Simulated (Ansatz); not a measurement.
# ClH₂MgN + H₂: a complex and its separated parts

Aim: how far the complex at one end of a reaction step lies below its separated, relaxed parts, level by level.

Computed with Ansatz 0.2.0, Gaussian basis. Level: PBE0-D4/def2-TZVP structures, single points in def2-TZVPP, no counterpoise correction.

Levels: SPW92, PBE-D4, BLYP-D4, r2SCAN-D4, B97M-V, PBE0-D4, B3LYP-D4, r2SCAN0-D4, BHLYP-D4, CAM-B3LYP-D4, wB97X-V, wB97M-V, B2PLYP, PBE-QIDH, RPA on PBE, Hartree-Fock, MP2, CCSD, CCSD(T).

Cores are frozen in the correlated methods. The outer core shell of Li, Na, Mg and K is correlated. B3LYP uses VWN-RPA correlation. B2PLYP carries no dispersion term here.

21 further runs of the same task are left out: 21 set aside as unsound or not needed.

## (1) The system as given

The complex: 7 atoms, charge 0, spin multiplicity 1.

Atoms are counted from 1 here; the program's logs count them from 0.

Bond lengths: Mg1–Cl3 2.193 Å, Mg1–N5 1.878 Å, H2–H4 0.754 Å, N5–H6 1.009 Å, N5–H7 1.009 Å. Angles: Cl3–Mg1–N5 170.6°, Mg1–N5–H6 126.0°, Mg1–N5–H7 127.0°, H6–N5–H7 107.1°.

Geometry (Å):

```mol
ClH4MgN
  3D, bonds by distance, orders not assigned

  7  5  0  0  0  0  0  0  0  0999 V2000
   -0.8047    0.0664   -0.2738 Mg  0  0
    0.5435   -1.6199   -1.0762 H   0  0
   -2.3367   -0.7942   -1.5854 Cl  0  0
    1.0341   -1.2909   -0.6080 H   0  0
    0.2905    1.0091    0.9260 N   0  0
    0.0192    1.8169    1.4663 H   0  0
    1.2541    0.8126    1.1511 H   0  0
  1  3  8  0
  1  5  8  0
  2  4  8  0
  5  6  8  0
  5  7  8  0
M  END
```

Its parts: ClH₂MgN holds atoms 1, 3, 5, 6, 7; H₂ holds atoms 2, 4. Each part counts its atoms afresh in its own runs.

## (2) Relaxing ClH₂MgN alone

File relax-a/in.yaml:

```yaml
crystal:
  periodic: [false, false, false]
  atoms:
    - {symbol: Mg, position_ang: [-0.804685, 0.066428, -0.273795]}
    - {symbol: Cl, position_ang: [-2.336732, -0.794236, -1.585414]}
    - {symbol: N, position_ang: [0.290490, 1.009135, 0.925958]}
    - {symbol: H, position_ang: [0.019151, 1.816909, 1.466341]}
    - {symbol: H, position_ang: [1.254058, 0.812585, 1.151097]}
basis:
  gaussian: {orbitals: def2-TZVP}
hamiltonian: {xc: pbe0, dispersion: d4}
relax: {f_tol: 0.005, max_steps: 200}
```

No record of the launch command was kept for these runs.

After this run come: Relaxing H₂ alone; wB97M-V/def2-TZVPP; CCSD(T)/def2-TZVPP; Vibrations of ClH₂MgN; Vibrations of H₂.

Q: Predict the outcome of this session. Wanted: complex less parts, CCSD(T)/def2-TZVPP; with zero-point energy; largest T1 diagnostic.

As calculated:

| quantity | value |
| --- | --- |
| complex less parts, CCSD(T)/def2-TZVPP | -0.118 eV |
| with zero-point energy | -0.024 eV |
| largest T1 diagnostic | 0.008 |

In words: At CCSD(T) the complex lies 0.118 eV below its parts. Among the functionals B3LYP-D4 lands nearest to CCSD(T) (+0.004 eV) and SPW92 farthest (-0.124 eV). wB97M-V is as near within the digits shown. By rung, the mean size of the error is: LDA 0.124, GGA 0.022, meta-GGA 0.015, hybrid 0.016, range-separated hybrid 0.008, double hybrid 0.017 eV. PBE-D4 gives a relative energy 0.025 eV too low, an error of 21 % of the reference. No counterpoise was applied, and triple zeta lacks some correlation, so the CCSD(T) reference has a basis error of its own, and close matches with it are partly luck.
